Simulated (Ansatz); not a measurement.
## two structures of Ba: a comparison of enthalpies under pressure, step by step

Computed with Ansatz 0.2.0 through its Python package.

The cells in order, each with its output:

```python
from dataclasses import dataclass

import ansatz as az
import numpy as np
```

```python
@dataclass
class RunConfig:
    functional: str = "r2scan"
    tolerance: float = 1e-08
    max_scf: int = 60
    kspacing: float = 0.3
    smearing: str = "gaussian"
    smearing_width: float = 0.1
```

```python
settings = RunConfig()
```

```python
def diamond(A, a):
    return az.Crystal.diamond(A, a=a)
```

```python
def bcc(A, a):
    return az.Crystal.bcc(A, a=a)
```

```python
def run_phase(name, crystal, pressure=0.0):
    calc = (
        crystal.calculation()
        .functional(settings.functional)
        .pseudopotentials("nc")
        .scf(tolerance=settings.tolerance, max_iterations=settings.max_scf)
        .kpoints(spacing=settings.kspacing)
        .occupations(settings.smearing, width=settings.smearing_width)
    )
    calc = calc.relax(force_tolerance=0.02, cell=True, pressure=pressure)
    return calc.run(threads=1, backend="cpu")
```

```python
def volume_per_atom(outcome):
    return abs(np.linalg.det(outcome.lattice.cell_ang)) / len(outcome.lattice.sites)
```

```python
phases = {}
phases["diamond"] = diamond("Ba", 8.68)
phases["bcc"] = bcc("Ba", 5.01)
```

```python
# H = E + PV, with 1 eV per cubic angstrom equal to 160.2 GPa
pressures = [0, 10, 20, 30]
enthalpy, volume = {name: [] for name in phases}, {name: [] for name in phases}
for p in pressures:
    for name, crystal in phases.items():
        o = run_phase(name, crystal, pressure=p)
        volume[name].append(volume_per_atom(o))
        enthalpy[name].append(o.report["energy_sigma0_ev"] / len(o.lattice.sites) + p * volume[name][-1] / 160.21766)
gap = np.array(enthalpy["bcc"]) - np.array(enthalpy["diamond"])
rows = [(p, va, vb, 1000 * d) for p, va, vb, d in zip(pressures, volume["diamond"], volume["bcc"], gap)]
print("   P (GPa)  V diamond (A^3/atom)  V bcc (A^3/atom)  H(bcc) - H(diamond) (meV/atom)")
for row in rows:
    print(f"{row[0]:10d}  {row[1]:20.3f}  {row[2]:16.3f}  {row[3]:+30.1f}")
crossings = [p0 - g0 * (p1 - p0) / (g1 - g0) for p0, p1, g0, g1 in zip(pressures, pressures[1:], gap, gap[1:]) if g0 * g1 < 0]
print("crossing near", [round(float(p), 1) for p in crossings], "GPa") if crossings else print("no crossing in this range")
```

    DeckWarning: basis.ecutwfc = 680 eV, auto-derived from the records' recommended cutoffs: set by Ba (normal level)
    DeckWarning: relax.cell: scf.convergence.dr2_threshold = 1e-8 eV is looser than the 2e-10 eV advised for a relaxation that steers and ends on the stress (1e-10 eV for each atom of the cell: 2). What an SCF threshold leaves in a stress goes as its square root, and in the free energy as the threshold itself, and one threshold admits the most on a small cell: of the crystals measured, under no [...]
    DeckWarning: relax.cell: scf.convergence.dr2_threshold = 1e-8 eV is looser than the 1e-10 eV advised for a relaxation that steers and ends on the stress (1e-10 eV for each atom of the cell: 1). What an SCF threshold leaves in a stress goes as its square root, and in the free energy as the threshold itself, and one threshold admits the most on a small cell: of the crystals measured, under no [...]
       P (GPa)  V diamond (A^3/atom)  V bcc (A^3/atom)  H(bcc) - H(diamond) (meV/atom)
             0                54.617            65.668                          -882.5
            10                40.126            35.857                          -833.0
            20                35.343            27.903                         -1218.3
            30                32.397            24.079                         -1708.6
    no crossing in this range

What to keep in mind:
- The settings weren't tested for convergence.
- Such functionals run on norm-conserving files made under PBE, which can move pressures by some GPa.
- At a fixed pressure a relaxation lowers the enthalpy F + PV, while F alone can rise.
- Warnings are shown shortened and without file and line.
- Only these two structures are compared, at zero temperature and with their symmetry kept; either may be hypothetical, and another phase may be lower than both. Differences under about 40 meV an atom lie within the error of mesh and functional.
- The cells are prototypes set up for this calculation and needn't exist.
- Hardware and time: 5.3 min on 1 thread of Arm Neoverse V2, with other jobs on the host, peak memory 1.1 GiB.

(Lines on the test bed's own set-up are left out of the output.)
